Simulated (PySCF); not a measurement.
**Si2H2OF2 (SMILES F[Si]1(F)O[SiH2]1): levels of theory compared**

Wanted: a comparison of 6 runs (HF/STO-3G, BLYP/def2-SVP, SVWN5/def2-SVP, TPSS/def2-SVP, wB97M-V/def2-SVP, wB97X/def2-SVP) of Si2H2OF2. Input form: a Python script.

Program for the calculation: PySCF 2.14.0.

3 further runs of the same task are left out: 3 set aside as unsound or not needed.

## Step 1: The structure to begin with

Si2H2OF2: 7 atoms, total charge 0, spin state singlet. SMILES: `F[Si]1(F)O[SiH2]1`. The coordinates come from a PBE0-D4/def2-TZVP relaxation.

Bond lengths: F1–Si2 1.578 Å, Si2–F3 1.578 Å, Si2–O4 1.648 Å, Si2–Si5 2.174 Å, O4–Si5 1.718 Å, Si5–H6 1.482 Å, Si5–H7 1.482 Å. Some angles: F1–Si2–F3 105.1°, F1–Si2–O4 114.7°, F1–Si2–Si5 127.3°, F3–Si2–O4 114.7°, F3–Si2–Si5 127.3°, O4–Si2–Si5 51.2°, Si2–O4–Si5 80.4°, Si2–Si5–O4 48.4°, Si2–Si5–H6 124.7°, Si2–Si5–H7 124.7°.

## Step 2: The energy at HF/STO-3G (run 1)

geometry.xyz

```xyz
7

F      0.424200    -1.612100     1.693800
Si     0.037900    -1.026000     0.280100
F     -0.194200    -2.288000    -0.639100
O      1.103500     0.077900    -0.322100
Si    -0.304800     1.058600    -0.232800
H     -0.202300     2.188800     0.720000
H     -0.802800     1.532800    -1.545500
```

job.py

```python
# F[Si]1(F)O[SiH2]1
from pyscf import gto

mol = gto.M(
    atom='geometry.xyz',
    spin=0,
    verbose=4,
    charge=0,
    basis='sto-3g',
    max_memory=1860,
)

myscf = mol.RHF()
myscf.conv_tol = 1e-10
myscf.kernel()
if not myscf.converged:
    myscf = myscf.newton().run(myscf.mo_coeff, myscf.mo_occ)

energy = myscf.e_tot
print('E(%s) = %.9f' % ('HF', energy))
```

Run with:

```console
$ OMP_NUM_THREADS=1 python job.py
```

What it wrote:

```text
PySCF version 2.14.0

[... 61 lines left out ...]
converged SCF energy = -842.282235899737
E(HF) = -842.282235900
```

It took 0.81 s on 1 thread of Intel Xeon at 2.70GHz, shared host; peak memory 0.12 GiB.

## Step 3: The energy at BLYP/def2-SVP (run 2)

job.py

```python
from pyscf import gto, dft

system = gto.M(
    atom='''
F      0.801622    -3.046427     3.200818
Si     0.071621    -1.938859     0.529312
F     -0.366985    -4.323693    -1.207724
O      2.085313     0.147210    -0.608681
Si    -0.575989     2.000464    -0.439928
H     -0.382292     4.136233     1.360603
H     -1.517072     2.896572    -2.920572
''',
    basis='def2-svp',
    spin=0,
    unit='bohr',
    max_memory=1860,
    charge=0,
    verbose=3,
)

mf = dft.RKS(system)
mf.xc = 'blyp'
mf.conv_tol = 1e-10
mf.grids.level = 5
mf.kernel()
if not mf.converged:
    mf = mf.newton().run(mf.mo_coeff, mf.mo_occ)

e_tot = mf.e_tot
print('E = %.10f Eh' % e_tot)
```

Run with:

```console
$ OMP_NUM_THREADS=1 python job.py
```

What it wrote:

```text
converged SCF energy = -854.794750271601
E = -854.7947502716 Eh
```

Run time: 18 s. Hardware: 1 thread of Intel Xeon at 2.70GHz, shared host; peak memory 0.45 GiB.

Runs 3 to 5 aren't shown in full; the table further down has their settings and results.

## Step 4: The energy at wB97X/def2-SVP (run 6)

input.py

```python
# F[Si]1(F)O[SiH2]1
from pyscf import gto, dft

system = gto.Mole()
system.atom = '''
F    0.424200  -1.612100   1.693800
Si   0.037900  -1.026000   0.280100
F   -0.194200  -2.288000  -0.639100
O    1.103500   0.077900  -0.322100
Si  -0.304800   1.058600  -0.232800
H   -0.202300   2.188800   0.720000
H   -0.802800   1.532800  -1.545500
'''
system.basis = 'def2-svp'
system.verbose = 3
system.max_memory = 1860
system.build()

mf = dft.RKS(system, xc='wb97x')
mf.conv_tol = 1e-10
mf.grids.level = 5
mf.kernel()
if not mf.converged:
    mf = mf.newton().run(mf.mo_coeff, mf.mo_occ)

energy = mf.e_tot
print('E = %.10f Eh' % energy)
```

Run with:

```console
$ OMP_NUM_THREADS=1 python input.py
```

What it wrote:

```text
converged SCF energy = -854.754924730478
E = -854.7549247305 Eh
```

It took 20 s on 1 thread of Intel Xeon at 2.70GHz, shared host; peak memory 0.45 GiB.

## Step 5: Overview of the runs

```
run             level  integration grid  nlc grid  energy (Eh)  dipole moment (D)  HOMO energy (eV)  LUMO energy (eV)  wall time
  1         HF/STO-3G                 –         –  -842.282236               2.58             -6.13              6.97     0.81 s
  2     BLYP/def2-SVP                 5         –  -854.794750               2.02             -6.18             -1.94       18 s
  3    SVWN5/def2-SVP                 5         –  -850.730630               2.10             -6.49             -2.34      9.6 s
  4     TPSS/def2-SVP                 5         –  -854.897075               2.03             -6.49             -1.94       30 s
  5  wB97M-V/def2-SVP                 5         1  -854.725649               2.38             -9.71              0.65       80 s
  6    wB97X/def2-SVP                 5         –  -854.754925               2.45             -9.92              0.85       20 s
```

## Step 6: Results

```
            quantity          value
 run 6: total energy  -854.75492 Eh
run 6: dipole moment         2.45 D
  run 6: HOMO energy       -9.92 eV
  run 6: LUMO energy        0.85 eV
run 6: HOMO–LUMO gap       10.76 eV
```

**Reading.** The dipole moment (its size) runs from 2.02 D (BLYP/def2-SVP) to 2.58 D (HF/STO-3G). The two ends differ in method and basis. The HOMO–LUMO gap runs from 4.15 eV (SVWN5/def2-SVP) to 13.10 eV (HF/STO-3G). Totals of different functionals can't be ranked against each other. In run 1 the basis is minimal, so the values are rough. All runs together took 2.6 min, the longest 80 s.
